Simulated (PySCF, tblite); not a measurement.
# C₂H₉BrOSi₄: geometry, infrared bands and NMR shifts

Wanted: the infrared bands and NMR shifts of C₂H₉BrOSi₄ (`CC(=O)[Si@@H]1[SiH2][SiH2][Si@H]1Br`), by calculation.

Computed with tblite 0.8.0 and PySCF 2.14.0, with density-fitted response routines of our own, on a single molecule in the gas phase. Atoms count from 0, in the outputs and in this text.

### 1 The molecule as given

17 atoms, charge 0, multiplicity 1; geometry from: force field or distance geometry start.

Bonds of the start (Å): C0–C1 1.48, C1–O2 1.23, C1–Si3 1.84, Si3–Si4 2.24, Si4–Si5 2.24, Si5–Si6 2.23, Si6–Br7 2.25, Si6–Si3 2.26, C0–H8 1.12, C0–H9 1.11, C0–H10 1.11, Si3–H11 1.49, Si4–H12 1.47, Si4–H13 1.44, Si5–H14 1.48, Si5–H15 1.44, Si6–H16 1.46.

### 2 Relaxing the molecule with GFN2-xTB

The job: settings as JSON, then the geometry in Å.

```
{"job": {"kind": "relax", "xc": "GFN2-xTB", "basis": "xTB"}, "charge": 0, "multiplicity": 1}
C     -2.836500     0.474800    -0.355500
C     -1.741400    -0.526500    -0.344000
O     -1.769300    -1.489400    -1.109600
Si    -0.314600    -0.388100     0.803900
Si     0.884000     1.495900     0.574400
Si     2.686700     0.221500     0.947600
Si     1.524100    -1.452500     0.038600
Br     1.821700    -3.448600     1.031300
H     -3.809800     0.039000    -0.681100
H     -2.937900     0.965800     0.635100
H     -2.614100     1.283600    -1.085700
H     -0.620900    -0.731400     2.222900
H      0.896000     1.993000    -0.804400
H      0.584800     2.473900     1.590400
H      2.904100    -0.081300     2.377100
H      3.863200     0.637400     0.220500
H      1.472900    -1.454900    -1.422000
```

Run with:

```bash
$ OMP_NUM_THREADS=1 python probes_run.py task.json out
```

One launch serves the whole session: the jobs run in the order shown.

**Question.** This job is followed by: GFN2-xTB harmonic vibrations, gas phase; GIAO PBE0/pcSseg-1 NMR shielding, non-relativistic, gas phase. Predict these results of the whole session: strongest single infrared mode (GFN2-xTB); zero-point energy (GFN2-xTB); ¹³C shifts against TMS (PBE0/pcSseg-1); ¹H shifts against TMS (PBE0/pcSseg-1, means over atoms taken as alike); ¹⁷O shifts against H2O (PBE0/pcSseg-1); ²⁹Si shifts against TMS (PBE0/pcSseg-1); ⁷⁹Br shifts against HBr (PBE0/pcSseg-1).

The runs gave:

```
                                                              quantity                                         value
                             strongest single infrared mode (GFN2-xTB)                          561 cm⁻¹, 458 km/mol
                                          zero-point energy (GFN2-xTB)                                 60.1 kcal/mol
                                ¹³C shifts against TMS (PBE0/pcSseg-1)                               268.3, 41.8 ppm
¹H shifts against TMS (PBE0/pcSseg-1, means over atoms taken as alike)  6.41, 5.27, 4.56, 4.38, 4.36, 4.11, 2.64 ppm
                                ¹⁷O shifts against H2O (PBE0/pcSseg-1)                                     794.0 ppm
                               ²⁹Si shifts against TMS (PBE0/pcSseg-1)                  7.9, -43.9, -69.2, -85.3 ppm
                               ⁷⁹Br shifts against HBr (PBE0/pcSseg-1)                                      -103 ppm
```

**Reading.** Relaxing lowered the energy by 1.305 eV in 189 steps; the close pair that moved most is Si5–Si6, from 2.232 to 2.373 Å. No mode is imaginary among the 45: a minimum at this level. The strongest single mode, at 561 cm⁻¹, is spread over several atoms, H12, H13, H11, H16 among them. Unscaled tight-binding wavenumbers are off by several per cent, some by more. Its intensities can rank the bands wrongly. At PBE0/pcSseg-1: Shielding is most anisotropic at O2 (span 1490 ppm, paramagnetic term -862 ppm). Spin-orbit coupling is left out, which matters for shieldings and couplings at and beside the heavy atoms.
